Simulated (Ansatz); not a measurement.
# H8N2OSi2: the cost of one run

Computed with Ansatz 0.2.0, Gaussian basis. Level: the settings change from run to run.

## (1) The relaxed structure

An earlier PBE0-D4 in a triple-zeta def2 set relaxation fixed the geometry.

SMILES `N[Si](N)(O)[SiH3]`, 13 atoms, charge 0, spin multiplicity 1.

Atoms are counted from 1 here; the program's logs count them from 0.

Bond lengths: N1–Si2 1.705 Å, N1–H6 1.005 Å, N1–H7 1.006 Å, Si2–N3 1.706 Å, Si2–O4 1.654 Å, Si2–Si5 2.355 Å, N3–H8 1.006 Å, N3–H9 1.008 Å, O4–H10 0.958 Å, Si5–H11 1.490 Å, Si5–H12 1.490 Å, Si5–H13 1.494 Å. Angles: Si2–N1–H6 121.1°, Si2–N1–H7 120.4°, H6–N1–H7 112.6°, N1–Si2–N3 106.5°, N1–Si2–O4 101.4°, N1–Si2–Si5 117.2°, N3–Si2–O4 118.5°, N3–Si2–Si5 105.3°, O4–Si2–Si5 108.5°, Si2–N3–H8 122.0°, Si2–N3–H9 121.1°, H8–N3–H9 112.2°, Si2–O4–H10 116.9°, Si2–Si5–H11 110.8°, Si2–Si5–H12 111.6°, Si2–Si5–H13 112.1°, H11–Si5–H12 107.9°, H11–Si5–H13 107.1° and more.

## (2) B3LYP/cc-pVTZ-DK

Options: atoms shaken by 0.03 Å, D3(BJ) with three-body dispersion, relativity set to none, high accuracy.

in.yaml reads:

```yaml
crystal:
  periodic: [false, false, false]
  atoms:
    - {symbol: N, position_ang: [-0.888590, 1.378788, -1.034120]}
    - {symbol: Si, position_ang: [0.227628, 0.328322, -0.358412]}
    - {symbol: N, position_ang: [1.097292, 1.203653, 0.744939]}
    - {symbol: O, position_ang: [0.900637, -0.347129, -1.719268]}
    - {symbol: Si, position_ang: [-0.618078, -1.488979, 0.868083]}
    - {symbol: H, position_ang: [-1.491071, 2.003745, -0.494491]}
    - {symbol: H, position_ang: [-1.282842, 1.176638, -2.022994]}
    - {symbol: H, position_ang: [1.581712, 0.726161, 1.488349]}
    - {symbol: H, position_ang: [1.561400, 2.024446, 0.519348]}
    - {symbol: H, position_ang: [1.509406, -1.132122, -1.613674]}
    - {symbol: H, position_ang: [-1.429185, -2.405262, -0.034359]}
    - {symbol: H, position_ang: [-1.636320, -1.038441, 1.948413]}
    - {symbol: H, position_ang: [0.375207, -2.333701, 1.555098]}
basis:
  gaussian: {orbitals: cc-pVTZ-DK}
hamiltonian: {xc: {name: B3LYP}, dispersion: d3bjatm, pseudopotentials: {relativity: none}}
accuracy: high
```

Started as:

```console
ansatz run in.yaml --threads 4 --pin off --events-out ev --progress --plain --max-ram 10444MiB
```

**Question.** How long does this run take on 4 threads of Arm Neoverse V2, shared host, and how much memory does it need?

About 20 s, with a peak of 2.2 GiB.
